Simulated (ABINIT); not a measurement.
# BaY (Pm-3m) in ABINIT: single point with PBE+D3(BJ)

Aim: the single point of BaY with PBE+D3(BJ).

Program: ABINIT 10.8.3 (patched build). These are calculated values, not measurements. Logs are shortened: lines on timing, memory, paths and dates and some standing lists are left out, and cuts for length are marked. The log counts tension as positive stress, the text compression.

## (1) Starting point

Symmetry: Pm-3m, No. 221, cubic system. The conventional cell has a = 4.420 Å, b = 4.420 Å, c = 4.420 Å, α = 90.00°, β = 90.00°, γ = 90.00°. Around Ba (site symmetry m-3m) lie 8 Y at 3.83 Å. Y (site symmetry m-3m) has 8 Ba at 3.83 Å as nearest neighbours.

The cell was built by a generator and needn't be a form met in nature.

## (2) Single point, PBE+D3(BJ)

run.abi reads:

```
pp_dirpath "./"
pseudos "Ba.upf, Y.upf"

acell 4.42037 4.42037 4.42037 Angstrom
rprim
     1.0000000000     0.0000000000     0.0000000000
     0.0000000000     1.0000000000     0.0000000000
     0.0000000000     0.0000000000     1.0000000000
ntypat 2
znucl 56 39
natom 2
typat 1 2
xred
     0.0000000000     0.0000000000     0.0000000000
     0.5000000000     0.5000000000     0.5000000000

ecut 30.0

kptopt 1
ngkpt 4 4 4
nshiftk 1
shiftk 0.0 0.0 0.0

ixc 11
vdw_xc 7

nband 15
occopt 3
tsmear 0.05 eV

nstep 100
tolvrs 1.0e-10

iomode 3
prtwf 0
prtden 0
prteig 0
prtebands 0
prtvol 2
```

Potentials or basis: PseudoDojo NC SR PBE v0.4.1 standard.

Run with:

```sh
> abinit run.abi > log 2>&1
```

run.abo:

```text
.Version 10.8.3 of ABINIT
 Symmetries : space group Pm -3 m (#221); Bravais cP (primitive cubic)
================================================================================
 Values of the parameters that define the memory need of the present run
     intxc =       0    ionmov =       0      iscf =       7    lmnmax =       6
     lnmax =       6     mgfft =      45  mpssoang =       3    mqgrid =    3001
     natom =       2  nloc_mem =       1    nspden =       1   nspinor =       1
    nsppol =       1      nsym =      48    n1xccc =    2501    ntypat =       2
    occopt =       3   xclevel =       2
       mpw =        4590          nfft =       91125          nkpt =          10
================================================================================
================================================================================

--------------------------------------------------------------------------------
------------- Echo of variables that govern the present computation ------------
--------------------------------------------------------------------------------
 -outvars: echo values of preprocessed input variables --------
            acell      8.3532886752E+00  8.3532886752E+00  8.3532886752E+00 Bohr
              amu      1.37327000E+02  8.89058500E+01
             ecut      3.00000000E+01 Hartree
              ixc          11
         kptrlatt        4    0    0      0    4    0      0    0    4
          kptrlen      3.34131547E+01
            natom           2
            nband          15
            ngfft          45      45      45
             nkpt          10
            nstep         100
             nsym          48
           ntypat           2
           occopt           3
           prtden           0
        prtebands           0
           prteig           0
           prtvol           2
            prtwf           0
          spgroup         221
           tolvrs      1.00000000E-10
           tsmear      1.83746611E-03 Hartree
            typat      1  2
           vdw_xc           7
           xangst      0.0000000000E+00  0.0000000000E+00  0.0000000000E+00
                       2.2101850000E+00  2.2101850000E+00  2.2101850000E+00
            xcart      0.0000000000E+00  0.0000000000E+00  0.0000000000E+00
                       4.1766443376E+00  4.1766443376E+00  4.1766443376E+00
             xred      0.0000000000E+00  0.0000000000E+00  0.0000000000E+00
                       5.0000000000E-01  5.0000000000E-01  5.0000000000E-01
            znucl       56.00000   39.00000

================================================================================

 chkinp: Checking input parameters for consistency.

================================================================================
== DATASET  1 ==================================================================

--- !DatasetInfo
iteration_state: {dtset: 1, }
dimensions: {natom: 2, nkpt: 10, mband: 15, nsppol: 1, nspinor: 1, nspden: 1, mpw: 4590, }
cutoff_energies: {ecut:  30.0, pawecutdg:  -1.0, }
electrons: {nelect:   2.10000000E+01, charge:   0.00000000E+00, occopt:   3.00000000E+00, tsmear:   1.83746611E-03, }
meta: {optdriver: 0, ionmov: 0, optcell: 0, iscf: 7, paral_kgb: 0, }
...

 Exchange-correlation functional for the present dataset will be:
  GGA: Perdew-Burke-Ernzerhof functional - ixc=11
  J.P.Perdew, K.Burke, M.Ernzerhof, PRL 77, 3865 (1996)

 Real(R)+Recip(G) space primitive vectors, cartesian coordinates (Bohr,Bohr^-1):
 R(1)=  8.3532887  0.0000000  0.0000000  G(1)=  0.1197133  0.0000000  0.0000000
 R(2)=  0.0000000  8.3532887  0.0000000  G(2)=  0.0000000  0.1197133  0.0000000
 R(3)=  0.0000000  0.0000000  8.3532887  G(3)=  0.0000000  0.0000000  0.1197133
 Unit cell volume ucvol=  5.8287103E+02 bohr^3
 Angles (23,13,12)=  9.00000000E+01  9.00000000E+01  9.00000000E+01 degrees

 getcut: wavevector=  0.0000  0.0000  0.0000  ngfft=  45  45  45
         ecut(hartree)=     30.000   => boxcut(ratio)=   2.13634

--- Pseudopotential description ------------------------------------------------
- pspini: atom type   1  psp file is ./Ba.upf
12 -101130 2 -1 1958                          pspcod,pspxc,lmax,lloc,mmax
     nproj     2     2     2

- pspini: atom type   2  psp file is ./Y.upf
[... 84 lines left out ...]
  5.90E-16 6.05E-16 4.57E-13 5.67E-12 6.98E-12 6.69E-12 4.66E-05
   0.5000  0.5000  0.0000    1  3.09767E-09 kpt; spin; max resid(k); each band:
  1.68E-16 1.23E-16 2.81E-16 2.81E-16 1.19E-17 4.72E-16 4.71E-16 2.15E-17
  2.79E-16 1.98E-14 5.69E-15 4.92E-12 3.56E-12 2.89E-09 3.10E-09
   0.2500  0.2500  0.2500    1  2.46365E-07 kpt; spin; max resid(k); each band:
  1.47E-16 1.61E-16 1.50E-16 1.05E-16 6.44E-17 2.97E-16 2.40E-16 2.12E-16
  6.04E-16 1.45E-15 4.11E-15 1.89E-15 2.84E-14 5.39E-14 2.46E-07
   0.5000  0.2500  0.2500    1  3.47292E-05 kpt; spin; max resid(k); each band:
  1.57E-16 1.33E-16 2.15E-16 5.70E-17 1.35E-16 4.37E-16 2.47E-16 1.89E-16
  4.33E-16 1.91E-15 2.89E-14 1.32E-13 3.02E-12 6.05E-12 3.47E-05
   0.5000  0.5000  0.2500    1  1.42264E-06 kpt; spin; max resid(k); each band:
  1.45E-16 7.99E-17 2.38E-16 2.38E-16 6.64E-17 4.11E-16 4.11E-16 1.60E-16
  4.73E-15 1.02E-13 6.74E-15 4.07E-13 4.74E-14 1.60E-10 1.42E-06
   0.5000  0.5000  0.5000    1  3.39346E-05 kpt; spin; max resid(k); each band:
  1.52E-16 2.67E-18 2.12E-16 2.12E-16 2.13E-16 3.71E-16 3.72E-16 3.73E-16
  8.42E-15 1.51E-15 2.62E-13 1.12E-14 1.02E-13 1.02E-10 3.39E-05
 reduced coordinates (array xred) for    2 atoms
       0.000000000000      0.000000000000      0.000000000000
       0.500000000000      0.500000000000      0.500000000000
 rms dE/dt=  0.0000E+00; max dE/dt=  0.0000E+00; dE/dt below (all hartree)
    1       0.000000000000      0.000000000000      0.000000000000
    2       0.000000000000      0.000000000000      0.000000000000

 cartesian coordinates (angstrom) at end:
    1      0.00000000000000     0.00000000000000     0.00000000000000
    2      2.21018500000000     2.21018500000000     2.21018500000000

 cartesian forces (hartree/bohr) at end:
    1     -0.00000000000000    -0.00000000000000    -0.00000000000000
    2     -0.00000000000000    -0.00000000000000    -0.00000000000000
 frms,max,avg= 0.0000000E+00 0.0000000E+00   0.000E+00  0.000E+00  0.000E+00 h/b

 cartesian forces (eV/Angstrom) at end:
    1     -0.00000000000000    -0.00000000000000    -0.00000000000000
    2     -0.00000000000000    -0.00000000000000    -0.00000000000000
 frms,max,avg= 0.0000000E+00 0.0000000E+00   0.000E+00  0.000E+00  0.000E+00 e/A
 length scales=  8.353288675179  8.353288675179  8.353288675179 bohr
              =  4.420370000000  4.420370000000  4.420370000000 angstroms
 Fermi (or HOMO) energy (hartree) =   0.21663   Average Vxc (hartree)=  -0.32112
 Eigenvalues (hartree) for nkpt=  10  k points:
 kpt#   1, nband= 15, wtk=  0.01563, kpt=  0.0000  0.0000  0.0000 (reduced coord)
  -1.38546   -0.80934   -0.64806   -0.64806   -0.64806   -0.26264   -0.26264   -0.26264
   0.08484    0.17959    0.17959    0.27528    0.27528    0.27528    0.34661
      occupation numbers for kpt#   1
   2.00000    2.00000    2.00000    2.00000    2.00000    2.00000    2.00000    2.00000
   2.00000    2.00000    2.00000    0.00000    0.00000    0.00000    0.00000
 kpt#   2, nband= 15, wtk=  0.09375, kpt=  0.2500  0.0000  0.0000 (reduced coord)
  -1.38544   -0.80907   -0.64855   -0.64799   -0.64799   -0.26911   -0.26233   -0.26233
   0.11161    0.19359    0.19381    0.27132    0.27132    0.28422    0.30555
      occupation numbers for kpt#   2
   2.00000    2.00000    2.00000    2.00000    2.00000    2.00000    2.00000    2.00000
   2.00000    1.99999    1.99999    0.00000    0.00000    0.00000    0.00000
 kpt#   3, nband= 15, wtk=  0.04688, kpt=  0.5000  0.0000  0.0000 (reduced coord)
  -1.38541   -0.80881   -0.64902   -0.64792   -0.64792   -0.27520   -0.26203   -0.26203
   0.16923    0.17186    0.22310    0.25660    0.27233    0.27233    0.29717
      occupation numbers for kpt#   3
   2.00000    2.00000    2.00000    2.00000    2.00000    2.00000    2.00000    2.00000
[... 28 lines left out ...]
      occupation numbers for kpt#   8
   2.00000    2.00000    2.00000    2.00000    2.00000    2.00000    2.00000    2.00000
   2.00000    1.99907    1.73361    0.00007    0.00001    0.00000    0.00000
 kpt#   9, nband= 15, wtk=  0.09375, kpt=  0.5000  0.5000  0.2500 (reduced coord)
  -1.38535   -0.80780   -0.64911   -0.64911   -0.64841   -0.27215   -0.27215   -0.26646
   0.17406    0.20984    0.22167    0.22167    0.25396    0.25396    0.31765
      occupation numbers for kpt#   9
   2.00000    2.00000    2.00000    2.00000    2.00000    2.00000    2.00000    2.00000
   2.00000    1.95158    0.12072    0.12072    0.00000    0.00000    0.00000
 kpt#  10, nband= 15, wtk=  0.01563, kpt=  0.5000  0.5000  0.5000 (reduced coord)
  -1.38533   -0.80749   -0.64902   -0.64902   -0.64902   -0.27191   -0.27191   -0.27191
   0.21300    0.21300    0.21300    0.24227    0.24227    0.24227    0.32355
      occupation numbers for kpt#  10
   2.00000    2.00000    2.00000    2.00000    2.00000    2.00000    2.00000    2.00000
   1.75635    1.75635    1.75635    0.00000    0.00000    0.00000    0.00000
 Total charge density [el/Bohr^3]
)     Maximum=    5.1000E-01  at reduced coord.    0.5111    0.5556    0.6000
)Next maximum=    5.1000E-01  at reduced coord.    0.4889    0.5556    0.6000
)     Minimum=    4.0323E-04  at reduced coord.    0.0000    0.0000    0.0000
)Next minimum=    1.5645E-03  at reduced coord.    0.0222    0.0000    0.0000
   Integrated=    2.1000E+01

--- !EnergyTerms
iteration_state     : {dtset: 1, }
comment             : Components of total free energy in Hartree
kinetic             :  1.79916892997107E+01
hartree             :  1.10103980748573E+01
xc                  : -1.45723173962629E+01
Ewald energy        : -4.80929540217389E+01
psp_core            :  1.63054090440011E+00
local_psp           : -4.45262291955611E+01
non_local_psp       :  7.69853902787880E+00
VdWaals_dft_d       : -2.00009896420366E-02
internal            : -6.88803342963582E+01
'-kT*entropy'       : -1.44592414459219E-03
total_energy        : -6.88817802205027E+01
total_energy_eV     : -1.87436872689087E+03
band_energy         : -8.97641494251134E+00
...

 Cartesian components of stress tensor (hartree/bohr^3)
  sigma(1 1)=  2.62609705E-05  sigma(3 2)=  0.00000000E+00
  sigma(2 2)=  2.62609705E-05  sigma(3 1)=  0.00000000E+00
  sigma(3 3)=  2.62609705E-05  sigma(2 1)=  0.00000000E+00

-Cartesian components of stress tensor (GPa)         [Pressure= -7.7262E-01 GPa]
- sigma(1 1)=  7.72624426E-01  sigma(3 2)=  0.00000000E+00
- sigma(2 2)=  7.72624426E-01  sigma(3 1)=  0.00000000E+00
- sigma(3 3)=  7.72624426E-01  sigma(2 1)=  0.00000000E+00

== END DATASET(S) ==============================================================
================================================================================

 -outvars: echo values of variables after computation  --------
            acell      8.3532886752E+00  8.3532886752E+00  8.3532886752E+00 Bohr
           etotal     -6.8881780221E+01
            fcart     -0.0000000000E+00 -0.0000000000E+00 -0.0000000000E+00
                      -0.0000000000E+00 -0.0000000000E+00 -0.0000000000E+00
           strten      2.6260970482E-05  2.6260970482E-05  2.6260970482E-05
                       0.0000000000E+00  0.0000000000E+00  0.0000000000E+00
           xangst      0.0000000000E+00  0.0000000000E+00  0.0000000000E+00
                       2.2101850000E+00  2.2101850000E+00  2.2101850000E+00
             xred      0.0000000000E+00  0.0000000000E+00  0.0000000000E+00
                       5.0000000000E-01  5.0000000000E-01  5.0000000000E-01
 Calculation completed.
```

It took 15 s on 1 thread of Arm Neoverse V2, shared host; peak memory 0.09 GiB.

What came out:

```yaml
Free_energy: -1874.3687 eV
Band_gap_on_the_k_mesh: none (metal or under the smearing width)
Valence_electrons_inside_the_program's_atomic_spheres: Ba 5.24; Y 7.45
```

Caveat: the cutoff is too short for stress, so the log's stress isn't used; this set's barium file shifts pressures by 1 GPa against other sets; this release of the barium file is off; pairwise dispersion overbinds metals, which lowers pressure and volume. The run has no spin-orbit coupling, so splittings on Ba are missing.
